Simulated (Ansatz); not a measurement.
# BBr2F (dibromofluoroborane) at BLYP/cc-pVDZ

What is the electronic atomisation energy of BBr2F (dibromofluoroborane) at BLYP/cc-pVDZ? 

The calculation is run with Ansatz 0.2.0.

49 further runs of the same task are left out: 49 set aside as unsound or not needed.

## 1. The system as given

The species is BBr2F (4 atoms), meant as a singlet with charge 0. SMILES: `FB(Br)Br`. Geometry: relaxed at PBE0-D4/def2-TZVP.

Bond lengths: F1–B2 1.307 Å, B2–Br3 1.901 Å, B2–Br4 1.901 Å. Angles: F1–B2–Br3 119.1°, F1–B2–Br4 119.1°, Br3–B2–Br4 121.7°.

## 2. A single-point energy at BLYP/cc-pVDZ

File molecule.yaml:

```yaml
crystal:
  periodic: [false, false, false]
  atoms:
    - {symbol: F, position_ang: [1.316550, 0.465960, 0.364370]}
    - {symbol: B, position_ang: [0.123960, 0.043770, 0.034160]}
    - {symbol: Br, position_ang: [-0.483040, -1.629420, 0.701450]}
    - {symbol: Br, position_ang: [-0.957470, 1.119690, -1.099980]}
basis:
  gaussian:
    orbitals: cc-pVDZ
hamiltonian:
  xc: {name: BLYP}
accuracy: high
output: {orbitals: {seedname: orbitals}}
```

Command:

```bash
$ ansatz run molecule.yaml --threads 1 --pin off --max-ram 3480MiB --events-out events.jsonl --progress --plain --runs-dir runs
```

Output:

```text
Warning: RAYON_NUM_THREADS=1 ignored (pool sized by the plan → 1); use --threads N
Functional definition: BLYP
  name "BLYP"
  parameter beta = 0.0042
  parameter a = 0.04918
  parameter b = 0.132
  parameter c = 0.2533
  parameter d = 0.349
  exchange = b88_x(beta = beta)
  correlation = lyp_c(a = a, b = b, c = c, d = d)
1658 factors; integrals over basis functions are off by at most 4.6e-9 eV
mean field evaluation 1: about -143487.4296 eV, gradient 2.7e1 eV
mean field evaluation 2: about -143483.2033 eV, gradient 5.8e1 eV
mean field evaluation 4: about -143488.6349 eV, gradient 1.7e0 eV
mean field evaluation 8: about -143488.6413 eV, gradient 2.5e-2 eV
mean field evaluation 16: about -143488.6413 eV, gradient 6.2e-7 eV
mean field -143488.64132272 eV, -5273.1103085157 hartree, gradient 5.8e-8 eV, S^2 0.000000; 0 other end points of the search recorded, 0 dependent functions left out
reference -143488.64136742 eV, -5273.1103101582 hartree; 42, 42 occupied and 40, 40 virtual orbitals, 1658 factors
Total energy: -143488.64136742 eV, -5273.1103101582 hartree
```

It took 3.3 s on 1 thread of AMD EPYC 9R45 (Zen 5), shared host; peak memory 0.2 GiB.

## 3. The B atom

File molecule.yaml:

```yaml
crystal:
  periodic: [false, false, false]
  atoms:
    - {symbol: B, position_ang: [0.000000, 0.000000, 0.000000]}
basis:
  gaussian:
    orbitals: cc-pVDZ
magnetization:
  spin_polarized: true
  initial_magnetization: 1
hamiltonian:
  xc: {name: BLYP}
accuracy: high
```

Run the same way, it converges to -24.64777 Eh (log not shown).

## 4. The Br atom

File run.yaml:

```yaml
crystal:
  periodic: [false, false, false]
  atoms:
    - {symbol: Br, position_ang: [0.000000, 0.000000, 0.000000]}
basis:
  gaussian:
    orbitals: cc-pVDZ
magnetization:
  spin_polarized: true
  initial_magnetization: 1
hamiltonian:
  xc: {name: BLYP}
accuracy: high
```

Run the same way, it converges to -2574.10965 Eh (log not shown).

## 5. The F atom, same level

File input.yaml:

```yaml
basis:
  gaussian: {orbitals: cc-pVDZ}
crystal:
  periodic: [false, false, false]
  atoms:
    - symbol: F
      position_ang: [0.000000, 0.000000, 0.000000]
magnetization: {spin_polarized: true, initial_magnetization: 1}
hamiltonian: {xc: {name: BLYP}}
accuracy: high
```

Run the same way, it converges to -99.71336 Eh (log not shown).

## 6. Outcome

Level: BLYP/cc-pVDZ.

| quantity | value |
| --- | --- |
| molecule: total energy | -5273.11031 Eh |
| molecule: HOMO energy | -6.89 eV |
| molecule: LUMO energy | -1.80 eV |
| molecule: HOMO–LUMO gap | 5.09 eV |
| B atom: total energy | -24.64777 Eh |
| B atom: ⟨S²⟩ | 0.752 |
| Br atom: total energy | -2574.10965 Eh |
| Br atom: ⟨S²⟩ | 0.751 |
| F atom: total energy | -99.71336 Eh |
| F atom: ⟨S²⟩ | 0.751 |
| electronic atomisation energy | 14.419 eV |

**Reading.** Taking the molecule apart into free atoms costs 14.42 eV (333 kcal/mol), before zero-point energy and without spin-orbit coupling.
